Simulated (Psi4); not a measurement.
**revPBE/cc-pVDZ run of BNH3F3 (SMILES [NH3+][B-](F)(F)F)**

Aim: the energy change on altering one bond length of BNH3F3 at revPBE/cc-pVDZ, from 2 runs. 

The results are computed with Psi4 1.11.

2 further runs of the same task are left out: 2 set aside as unsound or not needed.

## Step 1: Starting point

The species is BNH3F3 (8 atoms), meant as a singlet with charge 0. As SMILES, `[NH3+][B-](F)(F)F`. The coordinates come from a PBE0-D4/def2-TZVP relaxation.

Bond lengths: N1–B2 1.674 Å, B2–F3 1.368 Å, B2–F4 1.368 Å, B2–F5 1.368 Å, N1–H6 1.015 Å, N1–H7 1.015 Å, N1–H8 1.015 Å. Some angles: N1–B2–F3 104.1°, N1–B2–F4 104.1°, N1–B2–F5 104.1°, F3–B2–F4 114.2°, F3–B2–F5 114.2°, F4–B2–F5 114.2°, B2–N1–H6 110.1°, B2–N1–H7 110.1°, B2–N1–H8 110.1°, H6–N1–H7 108.9°.

## Step 2: A single-point energy at revPBE/cc-pVDZ

Input file bf3h3n.xyz:

```xyz
8
BF3H3N
N     -0.501800    -0.052400     0.645700
B      0.531500     0.038700    -0.668100
F      1.521100    -0.860400    -0.378100
F     -0.251400    -0.312100    -1.733900
F      0.943600     1.343300    -0.679400
H     -1.280300     0.587300     0.522000
H     -0.006300     0.194600     1.496700
H     -0.864300    -0.996100     0.739300
```

Input file run.py:

```python
import psi4

psi4.set_memory('1600 MB')
psi4.set_num_threads(1)
psi4.set_output_file('run.log', False)

with open('bf3h3n.xyz') as f:
    atoms = ''.join(f.readlines()[2:])
geom = psi4.geometry('0 1\n' + atoms + 'symmetry c1\nno_reorient\nno_com')

psi4.set_options({
    'basis': 'cc-pVDZ',
    'reference': 'rks',
    'puream': True,
    'e_convergence': 1e-09,
    'd_convergence': 1e-08,
    'scf_type': 'pk',
    'dft_radial_points': 99,
    'dft_spherical_points': 590,
})

result, w = psi4.energy("revpbe", molecule=geom, return_wfn=True)
psi4.oeprop(w, "QUADRUPOLE", "DIPOLE", "MULLIKEN_CHARGES")
print(f'total energy {result:.8f} hartree = {result * 27.211386:.5f} eV')
for k, v in sorted(psi4.core.scalar_variables().items()):
    print(f'{k:45s} {v:18.10f}')
```

Started as:

```
$ python run.py
```

run.log:

```text
[...]
  Running in c1 symmetry.
[...]
  Nuclear repulsion =  191.439123084637203
[...]
  Multiplicity = 1
[...]
  Nalpha       = 21
  Nbeta        = 21
[...]
    Number of basis functions: 85
[...]
   @RKS iter   1:  -380.75010273788081   -2.90404e-01   1.00472e-02 ADIIS/DIIS
[...]
   @RKS iter  11:  -381.02020948864850   -2.10321e-12   3.52298e-09 DIIS
[...]
    Orbital Energies [Eh]
    ---------------------
    Doubly Occupied:
       1A    -24.226547     2A    -24.226516     3A    -24.226504
       4A    -14.099434     5A     -6.602125     6A     -1.075705
       7A     -1.034278     8A     -1.034252     9A     -0.886680
      10A     -0.515843    11A     -0.515831    12A     -0.485517
      13A     -0.425130    14A     -0.405181    15A     -0.405168
      16A     -0.315919    17A     -0.315918    18A     -0.294472
      19A     -0.294456    20A     -0.293743    21A     -0.271135
[...]
  @RKS Final Energy:  -381.02020948864850
   => Energetics <=
    Nuclear Repulsion Energy =            191.4391230846372025
    One-Electron Energy =                -909.7139154024509935
    Two-Electron Energy =                 380.7842911457901778
    DFT Exchange-Correlation Energy =     -43.5297083166249124
    Empirical Dispersion Energy =           0.0000000000000000
    VV10 Nonlocal Energy =                  0.0000000000000000
    Total Energy =                       -381.0202094886485042
[...]
 Multipole Moments:
 ------------------------------------------------------------------------------------
     Multipole            Electronic (a.u.)      Nuclear  (a.u.)        Total (a.u.)
 ------------------------------------------------------------------------------------
 L = 1.  Multiply by 2.5417464519 to convert [e a0] to [Debye]
 Dipole X            :        -33.4360365           31.9622608           -1.4737757
 Dipole Y            :         -2.3027388            2.1726181           -0.1301207
 Dipole Z            :         41.9084315          -40.0342259            1.8742056
 Magnitude           :                                                    2.3878009
 L = 2.  Multiply by 1.3450342976 to convert [e a0^2] to [Debye ang]
 Quadrupole XX       :       -145.4773837          124.8703501          -20.6070336
 Quadrupole XY       :         -2.5499699            2.6065094            0.0565395
[...]
  Mulliken Charges: (a.u.)
   Center  Symbol    Alpha    Beta     Spin     Total
       1     N     3.44419  3.44419  0.00000  0.11163
       2     B     2.47557  2.47557  0.00000  0.04886
       3     F     4.58539  4.58539  0.00000 -0.17077
       4     F     4.58542  4.58542  0.00000 -0.17083
       5     F     4.58542  4.58542  0.00000 -0.17083
       6     H     0.44135  0.44135  0.00000  0.11730
       7     H     0.44134  0.44134  0.00000  0.11732
       8     H     0.44133  0.44133  0.00000  0.11733
   Total alpha = 21.00000, Total beta = 21.00000, Total charge = -0.00000
```

On the terminal:

```text
total energy -381.02020949 hartree = -10368.08799 eV
CURRENT ENERGY                                   -381.0202094886
CURRENT REFERENCE ENERGY                         -381.0202094886
DD SOLVATION ENERGY                                 0.0000000000
DFT FUNCTIONAL TOTAL ENERGY                      -381.0202094886
DFT TOTAL ENERGY                                 -381.0202094886
DFT VV10 ENERGY                                     0.0000000000
DFT XC ENERGY                                     -43.5297083166
GRID ELECTRONS ALPHA                               20.9999999048
GRID ELECTRONS BETA                                20.9999999048
GRID ELECTRONS TOTAL                               41.9999998096
NUCLEAR REPULSION ENERGY                          191.4391230846
ONE-ELECTRON ENERGY                              -909.7139154025
PCM POLARIZATION ENERGY                             0.0000000000
PE ENERGY                                           0.0000000000
SCF ITERATION ENERGY                             -381.0202094886
SCF ITERATIONS                                     11.0000000000
SCF TOTAL ENERGY                                 -381.0202094886
TWO-ELECTRON ENERGY                               380.7842911458
XC GRID RADIAL POINTS                              99.0000000000
XC GRID SPHERICAL POINTS                          590.0000000000
XC GRID TOTAL POINTS                           443954.0000000000
```

Run time: 13 s. Hardware: 1 thread of Intel Xeon 6975P-C (Granite Rapids), shared host; peak memory 0.8 GiB.

## Step 3: The distorted shape, same level

Input file input.in:

```
memory 1600 MB

molecule geom {
  0 1
  N
  B 1 1.673941
  F 2 1.368133 1 104.14444
  F 2 1.368182 3 114.23755 1 -112.93299
  F 2 1.368187 3 114.23723 4 -134.12813
  H 1 1.015175 2 110.08688 3 -179.95366
  H 1 1.8274 6 108.85081 2 120.74248
  H 1 1.015252 6 108.85351 2 -120.74287
  symmetry c1
  no_reorient
  no_com
}

set {
  puream true
  e_convergence 1e-09
  d_convergence 1e-08
  scf_type pk
  dft_radial_points 99
  dft_spherical_points 590
}

E, wfn = energy('revpbe/cc-pVDZ', return_wfn=True)
```

Started as:

```
$ psi4 -i input.in -o input.out -n 1
```

input.out:

```text
[...]
  Running in c1 symmetry.
[...]
  Nuclear repulsion =  188.594278629229791
[...]
  Multiplicity = 1
[...]
  Nalpha       = 21
  Nbeta        = 21
[...]
    Number of basis functions: 85
[...]
   @RKS iter   1:  -380.47469754118418   -2.33009e-01   1.09692e-02 DIIS/ADIIS
[...]
   @RKS iter  13:  -380.89253445187671   -7.61702e-12   3.94251e-09 DIIS
[...]
    Orbital Energies [Eh]
    ---------------------
    Doubly Occupied:
       1A    -24.243265     2A    -24.222402     3A    -24.222363
       4A    -14.116806     5A     -6.602266     6A     -1.078879
       7A     -1.039878     8A     -1.030178     9A     -0.844228
      10A     -0.503531    11A     -0.481959    12A     -0.431678
      13A     -0.415594    14A     -0.403731    15A     -0.378078
      16A     -0.319558    17A     -0.317767    18A     -0.298921
      19A     -0.291361    20A     -0.289252    21A     -0.271653
[...]
  @RKS Final Energy:  -380.89253445187671
   => Energetics <=
    Nuclear Repulsion Energy =            188.5942786292297910
    One-Electron Energy =                -904.1866321785087166
    Two-Electron Energy =                 378.0469672540485249
    DFT Exchange-Correlation Energy =     -43.3471481566463837
    Empirical Dispersion Energy =           0.0000000000000000
    VV10 Nonlocal Energy =                  0.0000000000000000
    Total Energy =                       -380.8925344518767133
[...]
 Multipole Moments:
 ------------------------------------------------------------------------------------
     Multipole            Electronic (a.u.)      Nuclear  (a.u.)        Total (a.u.)
 ------------------------------------------------------------------------------------
 L = 1.  Multiply by 2.5417464519 to convert [e a0] to [Debye]
 Dipole X            :          0.5480896           -0.6272408           -0.0791512
 Dipole Y            :          0.3159204           -0.3617288           -0.0458084
 Dipole Z            :          4.7057097           -7.0143186           -2.3086090
 Magnitude           :                                                    2.3104196
[...]
```

Wall time 14 s (1 thread of Intel Xeon 6975P-C (Granite Rapids), shared host); peak memory 0.81 GiB.

## Step 4: What came out

Level: revPBE/cc-pVDZ.

```
                                                         quantity          value
                                        first shape: total energy  -381.02021 Eh
                                       first shape: dipole moment         6.07 D
                                         first shape: HOMO energy       -7.38 eV
                                         first shape: LUMO energy       -0.35 eV
                                       first shape: HOMO–LUMO gap        7.03 eV
                                    distorted shape: total energy  -380.89253 Eh
                                   distorted shape: dipole moment         5.87 D
                                     distorted shape: HOMO energy       -7.39 eV
                                     distorted shape: LUMO energy       -5.37 eV
                                   distorted shape: HOMO–LUMO gap        2.03 eV
energy change with the N1–H7 bond stretched from 1.015 to 1.827 Å       3.474 eV
```

In words: With the N1–H7 bond stretched from 1.015 to 1.827 Å the energy rises by 3.47 eV (80 kcal/mol). The first shape isn't relaxed at this level, so the change isn't measured from a minimum.
